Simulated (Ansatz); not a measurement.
# HInO: the cost of one run

Computed with Ansatz 0.2.0, Gaussian basis. Level: PBE0-D4/def2-TZVP structures, single points in def2-TZVPP, no counterpoise correction.

Levels: SPW92, PBE-D4, BLYP-D4, r2SCAN-D4, B97M-V, PBE0-D4, B3LYP-D4, r2SCAN0-D4, BHLYP-D4, CAM-B3LYP-D4, wB97X-V, wB97M-V, B2PLYP, PBE-QIDH, RPA on PBE, Hartree-Fock, MP2, CCSD, CCSD(T).

Correlated methods freeze the cores. Filled d shells of the heavier atoms are correlated. Core potentials replace the inner electrons past krypton, and spin-orbit coupling is left out. B3LYP uses VWN-RPA correlation. B2PLYP carries no dispersion term here.

107 further runs of the same task are left out: 107 set aside as unsound or not needed.

## 1. Starting geometry

The complex: 9 atoms, charge 0, spin multiplicity 1.

Atoms are counted from 1 here; the program's logs count them from 0.

Bond lengths: In1–O3 2.177 Å, O2–H5 0.991 Å, O2–H7 0.959 Å, O3–H8 0.958 Å, O4–H6 0.964 Å, O4–H9 0.982 Å. Angles: H5–O2–H7 107.7°, In1–O3–H8 124.3°, H6–O4–H9 104.1°.

Geometry (Å):

```
In    0.9872    0.6393    1.4825
O    -0.3909    1.1953   -0.8541
O    -0.7151   -0.6053    0.9397
O     1.4697   -0.9930   -0.4348
H    -0.8941    0.5307   -0.3191
H     1.2878   -0.4600   -1.2175
H    -0.9738    1.9387   -1.0201
H    -1.3539   -0.9496    1.5647
H     0.5832   -1.2958   -0.1413
```

Its parts: InHO holds atoms 1, 3, 8; H2O holds atoms 2, 5, 7; H2O holds atoms 4, 6, 9. Each part counts its atoms afresh in its own runs.

## 2. Relaxing InHO alone

relax-a/in.yaml

```yaml
crystal:
  periodic: [false, false, false]
  atoms:
    - {symbol: In, position_ang: [0.987210, 0.639255, 1.482527]}
    - {symbol: O, position_ang: [-0.715104, -0.605278, 0.939661]}
    - {symbol: H, position_ang: [-1.353883, -0.949606, 1.564659]}
basis:
  gaussian: {orbitals: def2-TZVP}
hamiltonian: {xc: pbe0, dispersion: d4}
relax: {f_tol: 0.005, max_steps: 200}
```

The run is started by

```console
$ ansatz run in.yaml --threads 4 --pin off --events-out ev --progress --plain --max-ram 9574MiB
```

**Question.** How long does this run take on 4 threads of Arm Neoverse V2, shared host?

About 3.7 s.
